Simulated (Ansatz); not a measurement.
# Cd4Se3: the cost of one run

Computed with Ansatz 0.2.0 (DFT PBE, scalar-relativistic, plane waves, PAW, unless a step names another level, unless a step's input says otherwise).

2 further runs of the same task are left out: 1 that didn't finish, 1 set aside as unsound or not needed.

**1. Starting point**

Symmetry: P3m1, No. 156, trigonal system. The conventional cell has a = 4.293 Å, b = 4.293 Å, c = 13.099 Å, α = 90.00°, β = 90.00°, γ = 120.00°. Cd (site symmetry 3m) is surrounded by 1 Se at 2.72 Å. Cd (site symmetry 3m) has 4 Se at 2.66 Å as nearest neighbours. Around Cd (site symmetry 3m) lie 4 Se at 2.66 to 2.67 Å. Cd (site symmetry 3m) has 3 Se at 2.73 Å as nearest neighbours. Se (site symmetry 3m) has 4 Cd at 2.66 to 2.72 Å as nearest neighbours. Se (site symmetry 3m) has 4 Cd at 2.66 Å as nearest neighbours. Se (site symmetry 3m) is surrounded by 4 Cd at 2.67 to 2.73 Å.

Coordinates:

```cif
data_structure
_symmetry_space_group_name_H-M 'P 1'
_symmetry_Int_Tables_number 1
_cell_length_a 4.2928
_cell_length_b 4.2928
_cell_length_c 13.0988
_cell_angle_alpha 90.000
_cell_angle_beta 90.000
_cell_angle_gamma 120.000
_cell_volume 209.05
loop_
_atom_site_label
_atom_site_type_symbol
_atom_site_fract_x
_atom_site_fract_y
_atom_site_fract_z
_atom_site_occupancy
Cd1 Cd 0.00000 0.00000 0.76449 1
Cd2 Cd 0.66667 0.33333 0.48232 1
Cd3 Cd 0.33333 0.66667 0.20472 1
Cd4 Cd 0.66667 0.33333 0.91435 1
Se1 Se 0.00000 0.00000 0.55688 1
Se2 Se 0.66667 0.33333 0.27926 1
Se3 Se 0.33333 0.66667 0.00098 1
```

It came out lowest among 21 distinct ends of the trial cells. At a tolerance of 0.05 Å it has space group P3m1 (No. 156).

**2. Tight relaxation for the response runs, on the response runs' mesh and smearing**

input.yaml reads:

```yaml
crystal:
  lattice:
    - [4.2928118077, 0.0, 0.0]
    - [-2.1464059039, 3.7176840791, 0.0]
    - [0.0, 0.0, 13.0988495072]
  atoms:
    - { symbol: Cd, position: [0.0, 0.0, 0.7644915121] }
    - { symbol: Cd, position: [0.6666666667, 0.3333333333, 0.4823206163] }
    - { symbol: Cd, position: [0.3333333333, 0.6666666667, 0.2047214227] }
    - { symbol: Cd, position: [0.6666666667, 0.3333333333, 0.9143487939] }
    - { symbol: Se, position: [0.0, 0.0, 0.5568838952] }
    - { symbol: Se, position: [0.6666666667, 0.3333333333, 0.2792572677] }
    - { symbol: Se, position: [0.3333333333, 0.6666666667, 0.000976492] }
basis:
  ecutwfc: 420
kpoints:
  mp_grid: { grid: [12, 12, 4] }
hamiltonian:
  xc: pbe
scf:
  occupations: { method: gaussian, width: 0.1 }
output:
  forces: true
  stress: true
  eigenvalues: true
relax:
  adjacent_minimum: "off"
  f_tol: 0.001
  max_steps: 60
  cell: { stress_tol: 0.01 }
```

On the command line:

```console
ansatz run input.yaml --threads 3 --pin off --max-ram 7680MiB --backend cpu --events-out ev --progress --plain --runs-dir out
```

**Question.** How long does this run take on 3 threads of Intel Xeon 6975P-C (Granite Rapids), shared host, and how much memory does it need?

About 65 s, with a peak of 1.2 GiB.
